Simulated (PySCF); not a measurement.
# F6Mo ([MoF6]2-): the cost of one run

Programs: PySCF 2.14.0, with routines of our own; each step states its level. All values are computed. Atoms count from 0.

## 1. The starting structure

7 atoms, charge -2, states of the metal's open shell are computed; geometry from: model start, shaken.

## 2. Geometry optimisation at PBE0-D3(BJ)/def2-TZVP

The job: settings as JSON, then the geometry in Å.

```
{"job": {"xc": "PBE0", "basis": "def2-TZVP", "d3": "d3bj", "grid": 1, "maxiter": 45, "solvent": "water", "kind": "geom"}, "charge": -2, "metal": "Mo", "open_shell": "d2"}
Mo     0.000020     0.004480    -0.004110
F     -0.013360    -0.006820     1.935130
F      0.000900     0.020100    -1.957380
F      1.940690     0.007350     0.005350
F     -1.948420    -0.013960    -0.000440
F      0.010430     1.929840    -0.006860
F     -0.028520    -1.969340    -0.027630
```

Run with:

```console
$ OMP_NUM_THREADS=1 python lf_run.py task.json out
```

The driver reads the jobs from task.json and runs them one after another.

**Question.** How long does this first job take on 1 thread of Intel Xeon Platinum 8259CL at 2.50GHz, shared host, and how much memory does it need?

About 18 min, with a peak of 1.4 GiB.
